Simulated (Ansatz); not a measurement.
# ClGeH2Se: relaxed scan of one distance

Aim: a relaxed scan of one distance, for ClGeH2Se, run from a script. SMILES: [Cl][GeH][SeH].

Computed with Ansatz 0.2.0, driven from Python. Level of theory: PBE/def2-SVP.

### 1 The system

Bond lengths: Cl1–Ge2 2.102 Å, Ge2–Se3 2.336 Å, Ge2–H4 1.545 Å, Se3–H5 1.523 Å. Angles: Cl1–Ge2–Se3 109.2°, Cl1–Ge2–H4 111.6°, Se3–Ge2–H4 107.7°, Ge2–Se3–H5 91.7°.

No structure file is read: the coordinates are typed or built in the script.

### 2 Script

clgeh2se_relaxed_scan.py

```python
import ansatz as az
import numpy as np


def main() -> None:
    geometry_ang = [
        ("Cl", (-2.1057, 0.0181, -0.138)),
        ("Ge", (-0.1621, -0.7748, -0.2411)),
        ("Se", (1.3746, 0.8725, 0.3773)),
        ("H", (0.0157, -1.9691, 0.7224)),
        ("H", (0.9274, 1.7797, -0.762)),
    ]
    geometry = az.Crystal.molecule()
    for symbol, xyz in geometry_ang:
        geometry = geometry.atom(symbol, xyz)

    calculation = geometry.calculation()
    calculation = calculation.basis(gaussian="def2-SVP")
    calculation = calculation.functional("PBE")
    calculation = calculation.spin("collinear", total=1)
    symbols = [site.symbol for site in geometry.cartesian_sites]
    pairs = [(0, 1), (1, 2), (1, 3), (2, 4)]
    print("held (A)   E (eV)        ", "  ".join(f"{symbols[i]}{i}-{symbols[j]}{j}" for i, j in pairs))
    for length in [2.15, 2.34, 2.52, 2.8, 3.15]:
        report = calculation.relax(constraints=[az.DistanceConstraint((1, 2), at=length)], force_tolerance=0.02, max_steps=60).run(threads=1, pin="off").report
        xyz = np.array(report["positions_ang"])
        print(f"{length:6.2f} {report['free_energy_ev']:14.5f}  ", "  ".join(f"{np.linalg.norm(xyz[i] - xyz[j]):.3f}" for i, j in pairs))


if __name__ == "__main__":
    main()
```

### 3 Launch

Run with:

```console
> python clgeh2se_relaxed_scan.py
```

What it wrote:

```text
held (A)   E (eV)         Cl0-Ge1  Ge1-Se2  Ge1-H3  Se2-H4
DeckWarning: relax.constraints: the input's atoms, or those drawn, lie off the distances that are held; a relaxation that starts there is brought onto them ahead of its first SCF, by positions alone, an atom by 9.31e-2 Å at the most. With the symmetry detection on, the symmetry is detected on the input's atoms as so [...]
  2.15  -134381.08053   2.219  2.150  1.571  1.486
  2.34  -134381.45849   2.209  2.340  1.577  1.486
  2.52  -134381.40406   2.202  2.520  1.584  1.486
  2.80  -134381.01445   2.198  2.800  1.594  1.487
  3.15  -134380.46961   2.203  3.150  1.606  1.488
```

(Warnings from the package without file and line, shortened, repeats left out.)

Run time: 4.1 min. Hardware: 1 thread of Arm Neoverse V1, shared host; peak memory 0.27 GiB.

### 4 The runs side by side

From the records of these 5 runs:

```tsv
run	distance (Å)	energy from run 2 (eV)	<S²>	SCF cycles in all	CPU time (s)
1	2.15	0.3780	0.75	62	35
2	2.34	0.0000	0.75	73	44
3	2.52	0.0544	0.75	101	60
4	2.80	0.4440	0.75	92	50
5	3.15	0.9889	0.76	135	58
```

### 5 How the relaxation of run 1 went

The steps of the relaxation:

```
step  energy from step 1 (eV)  largest force component (eV/Å)
   1                   0.0000                          1.2139
   2                  -0.0754                          0.3801
   3                  -0.0996                          0.0971
   4                  -0.1011                          0.0250
   5                  -0.1014                          0.0412
   6                  -0.1017                          0.0151
```

Step 1 is the start.

Before: Bond lengths: Cl1–Ge2 2.102 Å, Ge2–Se3 2.336 Å, Ge2–H4 1.545 Å, Se3–H5 1.523 Å. Angles: Cl1–Ge2–Se3 109.2°, Cl1–Ge2–H4 111.6°, Se3–Ge2–H4 107.7°, Ge2–Se3–H5 91.7°.

After: Bond lengths: Cl1–Ge2 2.219 Å, Ge2–Se3 2.150 Å, Ge2–H4 1.571 Å, Se3–H5 1.486 Å. Angles: Cl1–Ge2–Se3 113.4°, Cl1–Ge2–H4 106.7°, Se3–Ge2–H4 103.8°, Ge2–Se3–H5 95.5°.

### 6 Path of the relaxation of run 5

The steps of the relaxation:

```
step  energy from step 1 (eV)  largest force component (eV/Å)
   1                   0.0000                          3.3639
   2                  -0.7389                          0.2381
   3                  -0.7688                          0.2506
   4                  -0.7944                          0.1472
   5                  -0.8008                          0.0636
   6                  -0.8009                          0.1284
   7                  -0.8080                          0.0330
   8                  -0.8085                          0.0036
```

Step 1 is the start.

Before: Bond lengths: Cl1–Ge2 2.102 Å, Ge2–Se3 2.336 Å, Ge2–H4 1.545 Å, Se3–H5 1.523 Å. Angles: Cl1–Ge2–Se3 109.2°, Cl1–Ge2–H4 111.6°, Se3–Ge2–H4 107.7°, Ge2–Se3–H5 91.7°.

After: Bond lengths: Cl1–Ge2 2.203 Å, Ge2–H4 1.606 Å, Se3–H5 1.488 Å. Angles: Cl1–Ge2–H4 100.1°.

### 7 What came out

| quantity | value |
| --- | --- |
| runs compared | 5 |
| range of energy | 0.989 eV |
| lowest point, distance (Å) | 2.34 |

The lowest point, at 2.34, lies inside the range. The ends stand 0.378 and 0.989 eV above it. The distance scanned is the script's pair 1, 2. Run 1: After 5 moves the largest shift is 0.142 Å, of atom 3 (Se). Run 5: The relaxation took 7 moves; the largest shift is 0.652 Å, of atom 3 (Se). What to keep in mind:
- The energies are electronic: no zero-point or thermal terms, and the basis set is short of its limit.
- The species is open-shell (spin multiplicity 2).
